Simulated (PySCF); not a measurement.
# [La(H2O)3]3+: other functionals and bases at one geometry

Aim: see how levels, charges and forces of [La(H2O)3]3+ depend on the level of theory. It is a constructed species; whether it can be made isn't addressed.

Method: several levels, as the steps say, no spin–orbit coupling; program: PySCF 2.14.0.

1 further run of the same task is left out (for a known fault of the program).

### Step 1. Where the work starts

10 atoms, charge 3, spin multiplicity 1.

Bond lengths: La1–O2 2.416 Å, La1–O5 2.416 Å, La1–O8 2.416 Å, O2–H3 0.985 Å, O2–H4 0.985 Å, O5–H6 0.985 Å, O5–H7 0.985 Å, O8–H9 0.985 Å, O8–H10 0.985 Å. Angles: O2–La1–O5 120.0°, O2–La1–O8 120.0°, O5–La1–O8 120.0°, La1–O2–H3 128.7°, La1–O2–H4 128.7°, H3–O2–H4 102.6°, La1–O5–H6 128.7°, La1–O5–H7 128.7°, H6–O5–H7 102.6°, La1–O8–H9 128.7°, La1–O8–H10 128.7°, H9–O8–H10 102.6°.

Geometry (Å):

```xyz
10
H6LaO3
La    0.00000    0.00000    0.00000
O     2.41590    0.00001    0.00000
H     3.03200    0.00001    0.76907
H     3.03200    0.00001   -0.76907
O    -1.20796    2.09222    0.00000
H    -1.51601    2.62578    0.76907
H    -1.51601    2.62578   -0.76907
O    -1.20794   -2.09224    0.00000
H    -1.51599   -2.62580    0.76907
H    -1.51599   -2.62580   -0.76907
```

Formal oxidation states: La +3. The 4f shell is empty and lies in the core potential. An earlier session relaxed this geometry at PBE0, La lcecp-1-SVP with ECP46, O def2-SVP, H def2-SVP (singlet, point group D3h). Its vibrations showed it to be a saddle point, relaxed within its symmetry.

At PBE0 on the finer grid: E = -259.406000 Eh, HOMO -24.40 eV, LUMO -16.77 eV, Mulliken charge on La1 +2.11 e, largest force component 0.002 eV/Å. The large-core potential holds the 4f shell empty.

Levels to run: B3LYP; BLYP. Hardware: 2 threads of Intel Xeon at 2.50GHz (Skylake/Cascade Lake), shared host.

### Step 2. B3LYP

File run.py (the lines that set the calculation):

```python
mol = gto.M(atom='''
La     0.00000     0.00000     0.00000
O      2.41590     0.00001     0.00000
H      3.03200     0.00001     0.76907
H      3.03200     0.00001    -0.76907
O     -1.20796     2.09222     0.00000
H     -1.51601     2.62578     0.76907
H     -1.51601     2.62578    -0.76907
O     -1.20794    -2.09224     0.00000
H     -1.51599    -2.62580     0.76907
H     -1.51599    -2.62580    -0.76907''',
    basis={'La': 'lcecp-1-SVP', 'O': 'def2-SVP', 'H': 'def2-SVP'},
    ecp={'La': 'lcecp-1-SVP'},
    charge=3, spin=0)
mf = dft.RKS(mol, xc='B3LYP')
mf.grids.atom_grid = (75, 302)  # f atoms: unpruned, at least (60, 302)
mf = mf.density_fit()  # fitting sets: La AutoAux, O def2-universal-JKFIT, H def2-universal-JKFIT
mf.conv_tol = 1e-08; mf.max_cycle = 55
mf.kernel(dm0)  # dm0: the density of the relaxed state
```

On the command line:

```
OMP_NUM_THREADS=2 python run.py
```

### Step 3. BLYP

Edit run.py (the lines that set the calculation) of step 2 so:

```diff
@@ -14,3 +14,3 @@
     charge=3, spin=0)
-mf = dft.RKS(mol, xc='B3LYP')
+mf = dft.RKS(mol, xc='BLYP')
 mf.grids.atom_grid = (75, 302)  # f atoms: unpruned, at least (60, 302)
```

What does the calculation give? Wanted: for each run, HOMO; gap; charge on La1; dipole; largest force.

As calculated:

| level | state | HOMO (eV) | gap (eV) | charge on La1 (e) | dipole (D) | largest force (eV/Å) | basis functions | time |
| --- | --- | --- | --- | --- | --- | --- | --- | --- |
| PBE0 (relaxed here) | singlet | -24.40 | 7.63 | 2.11 | 0.00 | 0.00 | 105 | 28 s |
| B3LYP | singlet | -24.05 | 7.00 | 2.08 | 0.00 | 0.13 | 105 | 34 s |
| BLYP | singlet | -22.38 | 4.81 | 1.97 | 0.00 | 0.49 | 105 | 37 s |

Times are on 2 threads of Intel Xeon at 2.50GHz (Skylake/Cascade Lake), shared host; the first row also made further properties. The dipole of a charged species depends on the origin, so these sizes hold for this origin alone.

In one basis the HOMO–LUMO gap runs from 4.81 eV (BLYP) to 7.63 eV (PBE0). The largest leftover force, 0.49 eV/Å with BLYP, stands at a geometry relaxed at another level. The Mulliken charge on La spans +1.97 to +2.11 e over the levels. With 4f in the core, its levels are missing from HOMO and gap. Total energies of different levels can't be compared. Spin–orbit coupling is left out throughout.
